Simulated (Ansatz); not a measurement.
C2H6BBrSi, SMILES C[Si]1(Br)BC1, a single point in a Gaussian basis

Computed with the Python package of Ansatz (0.2.0).

Typed at the interpreter:
```pycon
>>> from pathlib import Path
>>> import json
>>> import warnings
>>> import ansatz as az
>>> from ase import Atoms
>>> warnings.simplefilter("ignore", az.DeckWarning)
>>> atoms = Atoms(["C", "Si", "Br", "B", "C", "H", "H", "H", "H", "H", "H"], positions=[
...     (-1.288, -1.1427, -0.0268),
...     (0.4278, -0.5485, 0.1932),
...     (1.5373, -1.3378, 1.9568),
...     (0.4501, 1.4976, 0.4088),
...     (1.0987, 0.7706, -0.8109),
...     (-1.961, -0.6833, 0.7859),
...     (-1.3528, -2.204, -0.028),
...     (-1.6804, -0.7017, -1.0152),
...     (0.0537, 2.4764, 1.0395),
...     (0.5888, 0.9406, -1.7415),
...     (2.1911, 0.8758, -0.7412),
... ])
>>> molecule = az.Crystal.molecule_from_ase(atoms)
>>> setup = (
...     molecule.calculation()
...     .basis(gaussian="6-31G*")
...     .functional("PBE0")
...     .orbitals()
... )
>>> print(setup.to_yaml())
crystal:
  periodic: [false, false, false]
  atoms:
    - { symbol: C, position_ang: [-1.288, -1.1427, -0.0268] }
    - { symbol: Si, position_ang: [0.4278, -0.5485, 0.1932] }
    - { symbol: Br, position_ang: [1.5373, -1.3378, 1.9568] }
    - { symbol: B, position_ang: [0.4501, 1.4976, 0.4088] }
    - { symbol: C, position_ang: [1.0987, 0.7706, -0.8109] }
    - { symbol: H, position_ang: [-1.961, -0.6833, 0.7859] }
    - { symbol: H, position_ang: [-1.3528, -2.204, -0.028] }
    - { symbol: H, position_ang: [-1.6804, -0.7017, -1.0152] }
    - { symbol: H, position_ang: [0.0537, 2.4764, 1.0395] }
    - { symbol: H, position_ang: [0.5888, 0.9406, -1.7415] }
    - { symbol: H, position_ang: [2.1911, 0.8758, -0.7412] }
basis:
  gaussian:
    orbitals: "6-31G*"
hamiltonian:
  xc: pbe0
output:
  orbitals: {}
>>> result = setup.run(threads=1, runs_dir="out")

>>> report = result.report
>>> report["published_state_doubts"]
[]
>>> report["mean_field"]["state"]["spin_squared"]
-4.263256414560601e-14
>>> {key: value for key, value in report.items() if isinstance(value, (int, float)) and "ev" in key}
{'free_energy_ev': -80746.81411311615, 'reference_energy_ev': -80746.81411311615}
>>> for key in ("converged", "free_energy_ev", "reference_energy_ev", "n_frozen", "n_occupied", "n_virtual"):
...     print(f"{key:22s} {report[key]}")
...
converged              True
free_energy_ev         -80746.81411311615
reference_energy_ev    -80746.81411311615
n_frozen               0
n_occupied             [36, 36]
n_virtual              [75, 75]
>>> state = report["mean_field"]["state"]
>>> print(f"mean field: {state['energy']['hartree']:.7f} Ha, <S^2> = {abs(state['spin_squared']):.4f}, stability: {state.get('stability', {}).get('kind')}")
mean field: -2967.3906865 Ha, <S^2> = 0.0000, stability: minimum
>>> lines = Path(report["orbitals_path"]).read_text().splitlines()
>>> field_of = lambda key: [line.split("=")[1].strip() for line in lines if line.startswith(key)]
>>> orbitals = [(27.211386 * float(e), s, float(n)) for e, s, n in zip(field_of("Ene="), field_of("Spin="), field_of("Occup="))]
>>> homo = max(e for e, _, n in orbitals if n > 0.5)
>>> lumo = min(e for e, _, n in orbitals if n < 0.5)
>>> print(f"HOMO {homo:.3f} eV, LUMO {lumo:.3f} eV, gap {lumo - homo:.3f} eV")
HOMO -4.985 eV, LUMO -1.526 eV, gap 3.459 eV
>>> with open("c2h6bbrsi.json", "w") as handle:
...     json.dump({k: report[k] for k in ("free_energy_ev", "reference_energy_ev", "n_occupied", "n_virtual")}, handle, indent=1)
...
```

`c2h6bbrsi.json`, as written:
```json
{
 "free_energy_ev": -80746.81411311615,
 "reference_energy_ev": -80746.81411311615,
 "n_occupied": [
  36,
  36
 ],
 "n_virtual": [
  75,
  75
 ]
}
```

Total energies depend on the basis set; only differences at equal settings carry meaning. The geometry is a force-field or estimated start, not a minimum of this method, and the basis set is short of its limit. Levels such as HOMO and LUMO are orbital energies: with these approximate functionals they aren't the ionisation energy and electron affinity, and their gap isn't the fundamental gap. It ran for 7 s on 1 thread of AMD EPYC 7R43 64-Core Processor (Zen 3), with other jobs on the host, peak memory 0.32 GiB.

(Lines on the test bed's own set-up are left out of the output.)
